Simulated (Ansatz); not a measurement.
# SiNH5 + SiH4O: a complex and its separated parts

Aim: how far the complex at one end of a reaction step lies below its separated, relaxed parts, level by level.

Computed with Ansatz 0.2.0, Gaussian basis. Level: PBE0-D4/def2-TZVP structures, single points in def2-TZVPP, no counterpoise correction.

Levels: SPW92, PBE-D4, BLYP-D4, r2SCAN-D4, B97M-V, PBE0-D4, B3LYP-D4, r2SCAN0-D4, BHLYP-D4, CAM-B3LYP-D4, wB97X-V, wB97M-V, B2PLYP, PBE-QIDH, RPA on PBE, Hartree-Fock, MP2, CCSD, CCSD(T).

Cores are frozen in the correlated methods. B3LYP uses VWN-RPA correlation. B2PLYP carries no dispersion term here.

94 further runs of the same task are left out: 94 set aside as unsound or not needed.

### 1 Where the work starts

The complex: 13 atoms, charge 0, spin multiplicity 1.

Atoms are counted from 1 here; the program's logs count them from 0.

Bond lengths: Si1–H2 1.487 Å, Si1–H3 1.485 Å, Si1–H4 1.491 Å, Si1–N5 1.724 Å, N5–H9 1.008 Å, N5–H10 1.008 Å, H6–O7 0.958 Å, O7–Si8 1.651 Å, Si8–H11 1.489 Å, Si8–H12 1.488 Å, Si8–H13 1.480 Å. Angles: H2–Si1–H3 111.2°, H2–Si1–H4 108.0°, H2–Si1–N5 106.9°, H3–Si1–H4 108.4°, H3–Si1–N5 106.9°, H4–Si1–N5 115.5°, Si1–N5–H9 119.3°, Si1–N5–H10 119.6°, H9–N5–H10 110.4°, H6–O7–Si8 117.6°, O7–Si8–H11 111.1°, O7–Si8–H12 111.7°, O7–Si8–H13 105.9°, H11–Si8–H12 108.1°, H11–Si8–H13 109.9°, H12–Si8–H13 110.1°.

Geometry (Å):

```
atom    x (Å)    y (Å)    z (Å)
 Si1  -0.4997   0.8040   1.0397
  H2   0.6574   0.0351   1.5687
  H3  -0.3335   1.0982  -0.4064
  H4  -1.7248  -0.0274   1.2135
  N5  -0.5095   2.3204   1.8605
  H6   0.4417  -2.3245   0.0934
  O7  -0.0543  -1.8523  -0.5766
 Si8   0.7308  -1.4563  -1.9742
  H9  -1.1044   3.0605   1.5234
 H10  -0.4573   2.3419   2.8665
 H11   1.2186  -2.6744  -2.6781
 H12   1.8992  -0.5721  -1.7166
 H13  -0.2645  -0.7530  -2.8139
```

Its parts: SiNH5 holds atoms 1, 2, 3, 4, 5, 9, 10; SiH4O holds atoms 6, 7, 8, 11, 12, 13. Each part counts its atoms afresh in its own runs.

### 2 Relaxing SiNH5 alone

relax-a/in.yaml

```yaml
crystal:
  periodic: [false, false, false]
  atoms:
    - {symbol: Si, position_ang: [-0.499735, 0.804038, 1.039687]}
    - {symbol: H, position_ang: [0.657439, 0.035086, 1.568681]}
    - {symbol: H, position_ang: [-0.333505, 1.098233, -0.406364]}
    - {symbol: H, position_ang: [-1.724756, -0.027400, 1.213518]}
    - {symbol: N, position_ang: [-0.509508, 2.320405, 1.860529]}
    - {symbol: H, position_ang: [-1.104355, 3.060460, 1.523382]}
    - {symbol: H, position_ang: [-0.457342, 2.341860, 2.866461]}
basis:
  gaussian: {orbitals: def2-TZVP}
hamiltonian: {xc: pbe0, dispersion: d4}
relax: {f_tol: 0.005, max_steps: 200}
```

On the command line:

```sh
> ansatz run in.yaml --threads 8 --pin off --events-out ev --progress --plain --max-ram 19148MiB
```

The runs that follow: Relaxing SiH4O alone; SPW92/def2-TZVPP; PBE-D4/def2-TZVPP; BLYP-D4/def2-TZVPP; r2SCAN-D4/def2-TZVPP; B97M-V/def2-TZVPP; PBE0-D4/def2-TZVPP; B3LYP-D4/def2-TZVPP; r2SCAN0-D4/def2-TZVPP; BHLYP-D4/def2-TZVPP; CAM-B3LYP-D4/def2-TZVPP; wB97X-V/def2-TZVPP; wB97M-V/def2-TZVPP; B2PLYP/def2-TZVPP; PBE-QIDH/def2-TZVPP; RPA on PBE/def2-TZVPP; CCSD(T)/def2-TZVPP; MP2/def2-QZVPP; Vibrations of SiNH5; Vibrations of SiH4O.

**Question.** What will these runs give? Wanted: complex less parts, CCSD(T)/def2-TZVPP; with zero-point energy; largest T1 diagnostic.

As calculated:

```
                              quantity        value
complex less parts, CCSD(T)/def2-TZVPP  -8.8 kJ/mol
                with zero-point energy  -5.8 kJ/mol
                 largest T1 diagnostic        0.011
```

What this shows: At CCSD(T) the complex lies 8.8 kJ/mol below its parts. Among the functionals wB97X-V lands nearest to CCSD(T) (-0.9 kJ/mol) and SPW92 farthest (-7.8 kJ/mol). By rung, the mean size of the error is: LDA 7.8, GGA 2.0, meta-GGA 1.2, hybrid 1.6, range-separated hybrid 1.4, double hybrid 3.9 kJ/mol. PBE-D4 gives a relative energy 2.3 kJ/mol too low, an error of 27 % of the reference. No counterpoise was applied, and triple zeta lacks some correlation, so the CCSD(T) reference has a basis error of its own, and close matches with it are partly luck.
